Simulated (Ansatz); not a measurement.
The system is WAu.

```
W Au
1.0
     0.00000    2.90921    2.90921
     2.90921    0.00000    2.90921
     2.90921    2.90921    0.00000
W Au
1 1
Cartesian
  0.0000 0.0000 0.0000
  4.3638 4.3638 4.3638
```

The cell was built by a generator and needn't be a form met in nature.

Base run:

* Program: Ansatz 0.2.0
* Functional: LDA
* Potentials or basis: Ansatz PAW
* Cutoff: 420 eV
* Density cutoff: 1680 eV
* k mesh: 8 × 8 × 8
* Occupations: fermi-dirac, width 0.05 eV
* Spin: no spin polarisation

Its results: band gap on the k mesh none (metal or under the smearing width); pressure -7.6 GPa.

Task: The run is repeated on the same cell with these changes: hubbard terms from none to Au d U = 8 eV, W d U = 8 eV; hubbard projectors from none to ortho-atomic (the default). What comes out?

Result: Band gap on the k mesh none (metal or under the smearing width); pressure 22.2 GPa.

Caveats: the PAW data sets come from PBE, with cores solved anew for the run's functional, which leaves a small shift of forces and pressure; U without spin polarisation on a metal has little footing (some runs); the U is typed as a test and isn't derived for this compound (some runs).

Not every run made on this cell is shown here.
